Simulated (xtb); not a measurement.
**One shape, several levels: doublet CH6BrGaN**

Aim: a comparison of 3 runs (GFN2-xTB, GFN0-xTB, GFN1-xTB) of doublet CH6BrGaN. 

Program for the calculation: xtb 6.7.1.

## (1) The system as given

CH6BrGaN has 10 atoms, charge 0, and is taken as a doublet. As SMILES of the parent species, `C[NH][GaH2-][Br]`. Geometry: a GFN2-xTB relaxation, a rough one for these elements and not checked as a minimum. This is one conformer, not always the lowest. That shape belongs to the parent species and isn't relaxed for this state.

Bond lengths: C1–N2 1.447 Å, N2–Ga3 1.869 Å, Ga3–Br4 2.302 Å, C1–H5 1.105 Å, C1–H6 1.093 Å, C1–H7 1.103 Å, N2–H8 1.017 Å, Ga3–H9 1.578 Å, Ga3–H10 1.569 Å. Some angles: C1–N2–Ga3 130.7°, N2–Ga3–Br4 106.0°, C1–N2–H8 109.7°, Ga3–N2–H8 116.9°, N2–C1–H5 113.4°, N2–C1–H6 109.0°, N2–C1–H7 111.6°, N2–Ga3–H9 117.7°, N2–Ga3–H10 107.6°, Br4–Ga3–H9 104.6°.

## (2) Energy and gradient at GFN2-xTB (run 1)

Input file mol.xyz:

```xyz
10

C     -1.08538     1.02467    -0.12697
N      0.23741     0.49489    -0.37690
Ga     1.07266    -1.05031     0.26137
Br    -0.47813    -2.73957     0.06087
H     -1.09945     1.83182     0.62704
H     -1.72824     0.21897     0.23729
H     -1.54130     1.42881    -1.04644
H      0.84166     1.23262    -0.72973
H      1.49841    -1.08067     1.78097
H      2.28235    -1.36124    -0.68749
```

Launch:

```
xtb --grad --gfn 2 -u 1 -- mol.xyz > run.log 2> xtb.err
```

The program printed:

```text
* xtb version 6.7.1
[...]
          :  # basis functions                  34          :
[...]
          :  # electrons                        25          :
[...]
          :  Hamiltonian                  GFN2-xTB          :
[...]
          :  net charge                          0          :
          :  unpaired electrons                  1          :
[...]
   *** convergence criteria satisfied after 23 iterations ***
[...]
         ::                     SUMMARY                     ::
         :::::::::::::::::::::::::::::::::::::::::::::::::::::
         :: total energy             -13.406067071617 Eh    ::
         :: gradient norm              0.030448126885 Eh/a0 ::
         :: HOMO-LUMO gap              8.219306740986 eV    ::
         ::.................................................::
         :: SCC energy               -13.498659249731 Eh    ::
         :: -> isotropic ES            0.024415054809 Eh    ::
         :: -> anisotropic ES         -0.003210817301 Eh    ::
         :: -> anisotropic XC         -0.013479537921 Eh    ::
         :: -> dispersion             -0.005859773392 Eh    ::
         :: repulsion energy           0.092592178114 Eh    ::
         :: add. restraining           0.000000000000 Eh    ::
         :: total charge               0.000000000016 e     ::
         :::::::::::::::::::::::::::::::::::::::::::::::::::::
[...]
        13        1.0982           -0.4258197             -11.5871 (HOMO)
        14                         -0.1237657              -3.3678 (LUMO)
[...]
     #   Z          covCN         q      C6AA      α(0)
     1   6 C        3.688    -0.017    21.078     6.571
     2   7 N        2.573    -0.199    25.335     7.475
     3  31 Ga       3.431    -0.058   220.330    33.288
     4  35 Br       0.816    -0.091   187.228    22.061
     5   1 H        0.923     0.074     2.039     2.233
     6   1 H        0.924     0.082     1.961     2.190
     7   1 H        0.923     0.076     2.026     2.226
     8   1 H        0.860     0.176     1.237     1.742
     9   1 H        0.897     0.003     3.006     2.713
    10   1 H        0.900    -0.045     3.989     3.125
[...]
molecular dipole:
                 x           y           z       tot (Debye)
 q only:       -0.637       1.384      -0.091
   full:        0.515       2.785       0.045       7.199
molecular quadrupole (traceless):
[...]
          | TOTAL ENERGY              -13.406067071617 Eh   |
          | GRADIENT NORM               0.030448126885 Eh/α |
          | HOMO-LUMO GAP               8.219306740986 eV   |
           -------------------------------------------------
[...]
```

Standard error:

```text
normal termination of xtb
```

Run time: 0.042 s. Hardware: 1 thread of Intel Xeon Platinum 8375C at 2.90GHz (Ice Lake), shared host.

## (3) Energy and forces at GFN0-xTB (run 2)

Input file xcontrol:

```
$chrg 0
$spin 1
$end
```

Input file coord:

```
$coord
     -2.051070941146      1.936345668120     -0.239938526044  c
      0.448639879247      0.935206561816     -0.712237776371  n
      2.027033624841     -1.984798245956      0.493917717193  ga
     -0.903534751967     -5.177036999241      0.115027629206  br
     -2.077659387720      3.461638109612      1.184933869185  h
     -3.265900277623      0.413793329509      0.448413112112  h
     -2.912634875886      2.700059584127     -1.977485005853  h
      1.590506890053      2.329314215736     -1.378989844923  h
      2.831584522401     -2.042170331099      3.365545536175  h
      4.313016420540     -2.572370789886     -1.299167813419  h
$end
```

Launch:

```
xtb coord --input xcontrol --gfn0 --grad > out.txt
```

The program printed:

```text
* xtb version 6.7.1
[...]
[WARNING] Please study the warnings concerning your input carefully
-1- prog_main_parseArguments: The use of '--gfn0' is discouraged, please use '--gfn 0' next time
########################################################################
[...]
          :  # basis functions                  40          :
[...]
          :  # electrons                        25          :
[...]
 Zeroth order Hamiltonian       ...        0 min,  0.000 sec (  9.149%)
[...]
         ::                     SUMMARY                     ::
         :::::::::::::::::::::::::::::::::::::::::::::::::::::
         :: total energy             -13.304621918035 Eh    ::
         :: gradient norm              0.030176665359 Eh/a0 ::
         :: HOMO-LUMO gap              6.729236728095 eV    ::
         ::.................................................::
         :: H0 energy                -13.274074761411 Eh    ::
         :: repulsion energy           0.095894241023 Eh    ::
         :: electrostat energy        -0.111213939957 Eh    ::
         :: -> Gsolv                   0.000000000000 Eh    ::
         ::    -> Gsasa                0.000000000000 Eh    ::
         ::    -> Gshift               0.000000000000 Eh    ::
         :: dispersion energy         -0.002496470454 Eh    ::
         :: short-range corr.         -0.012730987236 Eh    ::
         :: add. restraining           0.000000000000 Eh    ::
         :: total charge              -0.000000000000 e     ::
         :::::::::::::::::::::::::::::::::::::::::::::::::::::
[...]
        13        1.4963           -0.4244935             -11.5511 (HOMO)
        14                         -0.1771986              -4.8218 (LUMO)
[...]
     #   Z          covCN         q      C6AA      α(0)
     1   6 c        3.688     0.052    22.230     6.826
     2   7 n        2.573    -0.852    43.707     9.897
     3  31 ga       3.431     0.666   236.020    33.643
     4  35 br       0.816    -0.320   189.300    22.197
     5   1 h        0.923     0.052     2.301     2.372
     6   1 h        0.924     0.089     1.884     2.146
     7   1 h        0.923     0.067     2.116     2.275
     8   1 h        0.860     0.311     0.680     1.292
     9   1 h        0.897    -0.035     3.758     3.033
    10   1 h        0.900    -0.030     3.643     2.987
[...]
          | TOTAL ENERGY              -13.304621918035 Eh   |
          | GRADIENT NORM               0.030176665359 Eh/α |
          | HOMO-LUMO GAP               6.729236728095 eV   |
           -------------------------------------------------
[...]
```

Standard error:

```text
normal termination of xtb
```

Wall time 0.042 s (1 thread of Intel Xeon Platinum 8375C at 2.90GHz (Ice Lake), shared host).

## (4) Energy and forces at GFN1-xTB (run 3)

Input file struc.tmol:

```
$coord
     -2.051070941146      1.936345668120     -0.239938526044  c
      0.448639879247      0.935206561816     -0.712237776371  n
      2.027033624841     -1.984798245956      0.493917717193  ga
     -0.903534751967     -5.177036999241      0.115027629206  br
     -2.077659387720      3.461638109612      1.184933869185  h
     -3.265900277623      0.413793329509      0.448413112112  h
     -2.912634875886      2.700059584127     -1.977485005853  h
      1.590506890053      2.329314215736     -1.378989844923  h
      2.831584522401     -2.042170331099      3.365545536175  h
      4.313016420540     -2.572370789886     -1.299167813419  h
$end
```

Launch:

```
xtb struc.tmol -u 1 --gfn 1 --grad | tee struc.out
```

The program printed:

```text
* xtb version 6.7.1
[...]
          :  # basis functions                  40          :
[...]
          :  # electrons                        25          :
[...]
          :  Hamiltonian                  GFN1-xTB          :
[...]
          :  net charge                          0          :
          :  unpaired electrons                  1          :
[...]
   *** convergence criteria satisfied after 18 iterations ***
[...]
         ::                     SUMMARY                     ::
         :::::::::::::::::::::::::::::::::::::::::::::::::::::
         :: total energy             -13.756278312768 Eh    ::
         :: gradient norm              0.056304363063 Eh/a0 ::
         :: HOMO-LUMO gap              6.682960782047 eV    ::
         ::.................................................::
         :: SCC energy               -13.856634219933 Eh    ::
         :: -> electrostatic           0.016813306160 Eh    ::
         :: repulsion energy           0.103613956835 Eh    ::
         :: dispersion energy         -0.003258049290 Eh    ::
         :: halogen bond corr.        -0.000000000380 Eh    ::
         :: add. restraining           0.000000000000 Eh    ::
         :: total charge               0.000000000000 e     ::
         :::::::::::::::::::::::::::::::::::::::::::::::::::::
[...]
        13        1.0014           -0.4044780             -11.0064 (HOMO)
        14                         -0.1588837              -4.3234 (LUMO)
[...]
     #   Z sym  total        # sym  WBO       # sym  WBO       # sym  WBO
 ---------------------------------------------------------------------------
     1   6 c    3.975 --     2 n    1.035     6 h    0.985     7 h    0.960
                             5 h    0.953
     2   7 n    3.094 --     1 c    1.035     8 h    0.944     3 ga   0.729
                             9 h    0.142     4 br   0.125
     3  31 ga   3.549 --     4 br   1.197    10 h    0.826     9 h    0.762
                             2 n    0.729
     4  35 br   1.418 --     3 ga   1.197     2 n    0.125
     5   1 h    1.006 --     1 c    0.953
     6   1 h    1.012 --     1 c    0.985
     7   1 h    1.007 --     1 c    0.960
     8   1 h    0.967 --     2 n    0.944
     9   1 h    0.973 --     3 ga   0.762     2 n    0.142
    10   1 h    0.982 --     3 ga   0.826
[...]
          | TOTAL ENERGY              -13.756278312768 Eh   |
          | GRADIENT NORM               0.056304363063 Eh/α |
          | HOMO-LUMO GAP               6.682960782047 eV   |
           -------------------------------------------------
[...]
```

Standard error:

```text
normal termination of xtb
```

It took 0.038 s on 1 thread of Intel Xeon Platinum 8375C at 2.90GHz (Ice Lake), shared host.

## (5) All runs side by side

| run | level | energy (Eh) | dipole moment (D) | HOMO energy (eV) | LUMO energy (eV) | wall time |
| --- | --- | --- | --- | --- | --- | --- |
| 1 | GFN2-xTB | -13.406067 | 7.20 | -11.59 | -3.37 | 0.042 s |
| 2 | GFN0-xTB | -13.304622 | 4.02 | -11.55 | -4.82 | 0.042 s |
| 3 | GFN1-xTB | -13.756278 | 6.21 | -11.01 | -4.32 | 0.038 s |

## (6) Results

| quantity | value |
| --- | --- |
| run 3: total energy | -13.75628 Eh |
| run 3: dipole moment | 6.21 D |
| run 3: HOMO energy (partly filled) | -11.01 eV |
| run 3: LUMO energy | -4.32 eV |
| run 3: dispersion energy | -8.55 kJ/mol |
| run 3: largest force on an atom | 1.854 eV/Å |

The dipole moment (its size) runs from 4.02 D (GFN0-xTB) to 7.20 D (GFN2-xTB). Force-field and semi-empirical energies have zeros of their own, so their totals don't compare. All runs together took 0.12 s, the longest 0.042 s.
